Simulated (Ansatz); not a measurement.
# CH4BrClSi: the cost of one run

Program: the Python package of Ansatz 0.2.0. Level of theory: B3LYP+D4/def2-SVP. These are calculated values, not measurements.

**1. Starting point**

Bond lengths: Cl1–C2 1.761 Å, C2–Si3 1.814 Å, Si3–Br4 2.171 Å, C2–H5 1.098 Å, C2–H6 1.109 Å, Si3–H7 1.494 Å, Si3–H8 1.552 Å. Angles: Cl1–C2–Si3 108.8°, Cl1–C2–H5 110.0°, Cl1–C2–H6 107.3°, Si3–C2–H5 111.2°, Si3–C2–H6 112.1°, H5–C2–H6 107.5°, C2–Si3–Br4 113.3°, C2–Si3–H7 111.7°, C2–Si3–H8 112.2°, Br4–Si3–H7 107.6°, Br4–Si3–H8 107.8°, H7–Si3–H8 103.7°.

No structure file is read: the coordinates are typed or built in the script.

**2. The script**

Input file run_torsion.py:

```python
'''Rigid torsion scan of CH4BrClSi.'''

import ansatz as az
from ase import Atoms


def main() -> None:
    atoms = Atoms(['Cl', 'C', 'Si', 'Br', 'H', 'H', 'H', 'H'], positions=[
        (-1.0035, 1.4214, 1.3228),
        (-0.5874, 0.7454, -0.2486),
        (0.5955, -0.6089, -0.0064),
        (-0.2718, -2.3424, 0.9716),
        (-1.4946, 0.3941, -0.7578),
        (-0.1603, 1.5678, -0.8579),
        (1.1826, -1.0676, -1.3008),
        (1.8316, -0.1669, 0.8212),
    ])

    # start the scan from a relaxed geometry
    first = az.Crystal.molecule_from_ase(atoms).calculation()
    first = first.basis(gaussian='def2-SVP').functional('b3lyp', dispersion='d4')
    first = first.relax(force_tolerance=0.02, max_steps=80)
    atoms.positions = first.run().report['positions_ang']

    start = atoms.get_dihedral(0, 1, 2, 3)
    energies = {}
    for turn in range(0, 360, 30):
        turned = atoms.copy()
        turned.set_dihedral(0, 1, 2, 3, start + turn, indices=[2, 3, 6, 7])
        calculation = (
            az.Crystal.molecule_from_ase(turned).calculation()
            .basis(gaussian='def2-SVP')  # the orbital basis, by name
            .functional('b3lyp', dispersion='d4')
        )
        energies[round((start + turn) % 360)] = calculation.run().report['free_energy_ev']
    floor = min(energies.values())
    print('dihedral Cl0-C1-Si2-Br3 (deg)   E - E(min) (kJ/mol)')
    for angle, e in sorted(energies.items()):
        print(f'{angle:8d} {96.485332 * (e - floor):14.3f}  ' + '#' * int(30 * (e - floor) / max(max(energies.values()) - floor, 1e-9)))


if __name__ == '__main__':
    main()
```

**3. The run**

Started as:

```
> python run_torsion.py
```

What time and memory should one allow on 1 thread of Arm Neoverse V2, shared host?

About 67 s, with a peak of 0.31 GiB.
